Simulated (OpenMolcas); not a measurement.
# doublet BBr2F+ at 6 levels

Aim: a comparison of 6 runs (UHF/cc-pVDZ, U-revPBE/cc-pVDZ, UB3LYP/cc-pVDZ, USVWN5/cc-pVDZ, UB3LYP/6-31G*, ROMP2/cc-pVDZ) of doublet BBr2F+. 

The calculation is run with OpenMolcas 26.06.

2 further runs of the same task are left out: 2 set aside as unsound or not needed.

### Step 1. The molecule

BBr2F+: 4 atoms, total charge +1, spin state doublet. SMILES of the parent species: `FB(Br)Br`. The coordinates come from a PBE0-D4/def2-TZVP relaxation. That shape belongs to the parent species and isn't relaxed for this state.

Bond lengths: F1–B2 1.307 Å, B2–Br3 1.901 Å, B2–Br4 1.901 Å. Angles: F1–B2–Br3 119.1°, F1–B2–Br4 119.1°, Br3–B2–Br4 121.7°.

### Step 2. A single-point energy at UHF/cc-pVDZ (run 1)

Input file run.inp:

```
&GATEWAY
BasLib=$CurrDir
Coord
4
angstrom
F        1.316550       0.465960       0.364370
B        0.123960       0.043770       0.034160
Br      -0.483040      -1.629420       0.701450
Br      -0.957470       1.119690      -1.099980
Basis=cc-pVDZ
Group=NoSym
&SEWARD
&SCF
UHF
Charge=1
Spin=2
Thresholds=1e-10 1e-07 1e-07 1e-05
PrOrbitals=1 1
```

The basis set cc-pVDZ is read from a file made from the Basis Set Exchange's data (not shown).

Run with:

```console
$ export MOLCAS_MEM=1860
$ pymolcas run.inp > run.log
```

What it wrote:

```text
--- Start Module: gateway ---
[...]
--- Stop Module: gateway /rc=_RC_ALL_IS_WELL_ ---
--- Start Module: seward ---
[...]
      Basis functions           82
--- Stop Module: seward /rc=_RC_ALL_IS_WELL_ ---
[...]
--- Start Module: scf ---
[...]
       Convergence after  39 Iterations
[...]
::    Total SCF energy                              -5268.6339148660
[...]
      Total spin, S                                     0.5150532318
[...]
      Total electronic charge=   83.000000
      Total            charge=    1.000000
[...]
      Dipole Moment (debye):
      Origin of the operator (angstrom)=   -0.4648   -0.1645   -0.1286
                   X= -7.2627E-01               Y= -2.5771E-01               Z= -2.0139E-01           Total=  7.9651E-01
      Center of Charge (angstrom)
[...]
--- Stop Module: scf /rc=_RC_ALL_IS_WELL_ ---
[...]
```

Wall time 9.9 s (1 thread of Arm Neoverse V2, shared host); peak memory 0.46 GiB.

### Step 3. The energy at U-revPBE/cc-pVDZ (run 2)

Input file mol.xyz:

```xyz
4

F      1.316550     0.465960     0.364370
B      0.123960     0.043770     0.034160
Br    -0.483040    -1.629420     0.701450
Br    -0.957470     1.119690    -1.099980
```

Input file calc.input:

```
>>> EXPORT MOLCAS_PRINT=2

&GATEWAY
  BasLib
  $CurrDir
  Coord
  mol.xyz
  Basis
  cc-pVDZ
  Group
  NoSym

&SEWARD
  GridInput
  Grid=UltraFine
  End of Grid

&SCF
  UHF
  Charge
  1
  Spin
  2
  KSDFT
  revPBE
  Thresholds
  1e-10 1e-07 1e-07 1e-05
  PrOrbitals
  1 2
```

The basis set cc-pVDZ is read from a file made from the Basis Set Exchange's data (not shown).

Run with:

```console
$ export MOLCAS_MEM=1860
$ pymolcas calc.input > calc.log
```

What it wrote:

```text
--- Start Module: gateway ---
[...]
--- Stop Module: gateway /rc=_RC_ALL_IS_WELL_ ---
--- Start Module: seward ---
[...]
      Basis functions           82
--- Stop Module: seward /rc=_RC_ALL_IS_WELL_ ---
[...]
--- Start Module: scf ---
[...]
       Convergence after  24 Iterations
[...]
::    Total KS-DFT energy                           -5272.2173410070
[...]
      Total spin, S                                     0.5007663714
[...]
      Total electronic charge=   83.000000
      Total            charge=    1.000000
[...]
      Dipole Moment (debye):
      Origin of the operator (angstrom)=   -0.4648   -0.1645   -0.1286
                   X= -4.6488E-01               Y= -1.6472E-01               Z= -1.2894E-01           Total=  5.0978E-01
      Center of Charge (angstrom)
[...]
--- Stop Module: scf /rc=_RC_ALL_IS_WELL_ ---
[...]
```

Run time: 30 s. Hardware: 1 thread of Arm Neoverse V2, shared host; peak memory 0.46 GiB.

Runs 3 to 5 aren't shown in full; the table further down has their settings and results.

### Step 4. A single-point energy at ROMP2/cc-pVDZ (run 6)

Input file calc.input:

```
* BBr2F ROMP2
&GATEWAY
BasLib
$CurrDir
Coord
4
angstrom
F        1.316550       0.465960       0.364370
B        0.123960       0.043770       0.034160
Br      -0.483040      -1.629420       0.701450
Br      -0.957470       1.119690      -1.099980
Basis
cc-pVDZ
Group
NoSym
&SEWARD
&SCF
UHF
Charge
1
Spin
2
Thresholds
1e-10 1e-07 1e-07 1e-05
PrOrbitals
0
&RASSCF
FileOrb
$Project.UnaOrb
Spin
2
Nactel
1 0 0
Inactive
41
Ras2
1
OutOrbitals
Canonical
OrbListing
NoCore
&CASPT2
IPEA
0.0
Frozen
20
```

The basis set cc-pVDZ is read from a file made from the Basis Set Exchange's data (not shown).

Run with:

```console
$ export MOLCAS_MEM=1860
$ pymolcas calc.input > calc.log
```

What it wrote:

```text
--- Start Module: gateway ---
[...]
--- Stop Module: gateway /rc=_RC_ALL_IS_WELL_ ---
[...]
      Basis functions           82
[...]
       Convergence after  39 Iterations
[...]
::    Total SCF energy                              -5268.6339148660
[...]
      Total spin, S                                     0.5150532318
[...]
--- Start Module: rasscf ---
[...]
      Number of active orbitals                  1
[...]
      Spin quantum number                      0.5
[...]
      Active orbitals                            1
[...]
      Number of CSFs                             1
[...]
      Number of root(s) required                 1
[...]
      Convergence after 13 iterations
[...]
      printout of CI-coefficients larger than  0.05 for root  1
      energy=   -5268.626462
      conf/sym  1     Coeff  Weight
             1  u   1.00000 1.00000
      Natural orbitals and occupation numbers for root  1
      sym 1:   1.000000
      ************************************************************************************************************************
      *                                                    Final results                                                     *
[...]
::    RASSCF root number  1 Total energy:  -5268.62646191
[...]
      Total electronic charge=   83.000000
      Total            charge=    1.000000
[...]
      Dipole Moment (debye):
      Origin of the operator (angstrom)=   -0.4648   -0.1645   -0.1286
                   X= -7.3545E-01               Y= -2.6130E-01               Z= -2.0371E-01           Total=  8.0664E-01
      Center of Charge (angstrom)
[...]
--- Stop Module: rasscf /rc=_RC_ALL_IS_WELL_ ---
[...]
--- Start Module: caspt2 ---
[...]
      E2 (Variational):          -0.5339848165
      Total energy:           -5269.1604467225
[...]
      Reference weight:           0.83455
[...]
::    CASPT2 Root  1     Total energy:  -5269.16044672
[...]
```

Wall time 14 s (1 thread of Arm Neoverse V2, shared host); peak memory 0.46 GiB.

### Step 5. All runs side by side

| run | level | integration grid | Cartesian functions | energy (Eh) | HOMO energy (eV) | LUMO energy (eV) | ⟨S²⟩ | wall time |
| --- | --- | --- | --- | --- | --- | --- | --- | --- |
| 1 | UHF/cc-pVDZ | – | no | -5268.633915 | -16.51 | -10.09 | 0.780 | 9.9 s |
| 2 | U-revPBE/cc-pVDZ | UltraFine | no | -5272.217341 | -14.01 | -13.60 | 0.752 | 30 s |
| 3 | UB3LYP/cc-pVDZ | UltraFine | no | -5272.743167 | -15.09 | -13.29 | 0.753 | 30 s |
| 4 | USVWN5/cc-pVDZ | UltraFine | no | -5264.698203 | -14.21 | -13.97 | 0.751 | 20 s |
| 5 | UB3LYP/6-31G* (Cartesian functions) | UltraFine | yes | -5272.188293 | -15.04 | -13.25 | 0.753 | 31 s |
| 6 | ROMP2/cc-pVDZ | – | no | -5269.160447 | – | – | – | 14 s |

### Step 6. Results

```
           quantity           value
run 6: total energy  -5269.16045 Eh
```

In words: Totals of different functionals can't be ranked against each other. All runs together took 2.3 min, the longest 31 s.
